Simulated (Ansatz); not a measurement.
**C2H6MoOS2: basis-set convergence**

Aim: see how fast density functionals converge with the basis set for C2H6MoOS2.

Program: Ansatz 0.2.0, Gaussian basis. Level of theory: one geometry, several basis sets. These are calculated values, not measurements.

Plan: PBE0-D4/def2-SVP; ωB97M-V/def2-SVP; PBE0-D4/def2-QZVPP; ωB97M-V/def2-QZVPP; the functionals' def2-TZVPP values are taken from earlier runs.

1 further run of the same task is left out (for a known fault of the program). Runs told in other sessions of the task aren't counted.

## (1) Structure used throughout

The geometry comes from an earlier relaxation with PBE0-D4 in a triple-zeta def2 set; it is a stationary point, not always the lowest conformer. Mo takes the def2 core potential; no spin-orbit term is included.

SMILES `C[O][Mo]([CH3])(=[S])=[S]`, 12 atoms, charge 0, spin multiplicity 1.

Atoms are counted from 1 here; the program's logs count them from 0.

Bond lengths: C1–O2 1.405 Å, C1–H7 1.093 Å, C1–H8 1.093 Å, C1–H9 1.093 Å, O2–Mo3 1.829 Å, Mo3–C4 2.091 Å, Mo3–S5 2.104 Å, Mo3–S6 2.099 Å, C4–H10 1.091 Å, C4–H11 1.093 Å, C4–H12 1.094 Å. Angles: O2–C1–H7 108.4°, O2–C1–H8 110.8°, O2–C1–H9 109.4°, H7–C1–H8 109.6°, H7–C1–H9 109.0°, H8–C1–H9 109.6°, C1–O2–Mo3 141.6°, O2–Mo3–C4 108.2°, O2–Mo3–S5 113.3°, O2–Mo3–S6 113.0°, C4–Mo3–S5 105.1°, C4–Mo3–S6 105.4°, S5–Mo3–S6 111.0°, Mo3–C4–H10 110.9°, Mo3–C4–H11 108.5°, Mo3–C4–H12 107.9°, H10–C4–H11 109.6°, H10–C4–H12 109.5° and more.

## (2) PBE0-D4 in def2-SVP

Input file in.yaml:

```yaml
crystal:
  periodic: [false, false, false]
  atoms:
    - {symbol: C, position_ang: [-0.834001, -0.603396, 2.097526]}
    - {symbol: O, position_ang: [0.078354, -0.196835, 1.109498]}
    - {symbol: Mo, position_ang: [0.200046, 0.853691, -0.382544]}
    - {symbol: C, position_ang: [0.874258, -0.334745, -1.966005]}
    - {symbol: S, position_ang: [1.625132, 2.390875, -0.205179]}
    - {symbol: S, position_ang: [-1.654526, 1.613425, -1.005853]}
    - {symbol: H, position_ang: [-0.649570, -1.656122, 2.324582]}
    - {symbol: H, position_ang: [-1.863469, -0.478032, 1.751758]}
    - {symbol: H, position_ang: [-0.676137, -0.011285, 3.002502]}
    - {symbol: H, position_ang: [0.972409, 0.252475, -2.880021]}
    - {symbol: H, position_ang: [0.154325, -1.142254, -2.124319]}
    - {symbol: H, position_ang: [1.850077, -0.742898, -1.688045]}
basis:
  gaussian: {orbitals: def2-SVP}
hamiltonian: {xc: pbe0, dispersion: d4}
output: {orbitals: {seedname: orbitals}}
```

Run with:

```sh
> ansatz run in.yaml --threads 4 --pin off --events-out ev --progress --plain --max-ram 11315MiB
```

Further steps of the session: ωB97M-V in def2-SVP; PBE0-D4 in def2-QZVPP; ωB97M-V in def2-QZVPP.

**Question.** What will the summary of the whole plan be? Wanted: PBE0-D4: double and triple zeta above quadruple; ωB97M-V: double and triple zeta above quadruple.

As calculated:

| quantity | value |
| --- | --- |
| PBE0-D4: double and triple zeta above quadruple | 13.96, 1.00 eV |
| ωB97M-V: double and triple zeta above quadruple | 14.06, 0.96 eV |

In words: PBE0-D4 gains 12.96 eV from double to triple zeta, then 1.00 eV more. These are total energies; as a rule much of such shifts cancels in differences, which this series doesn't test.
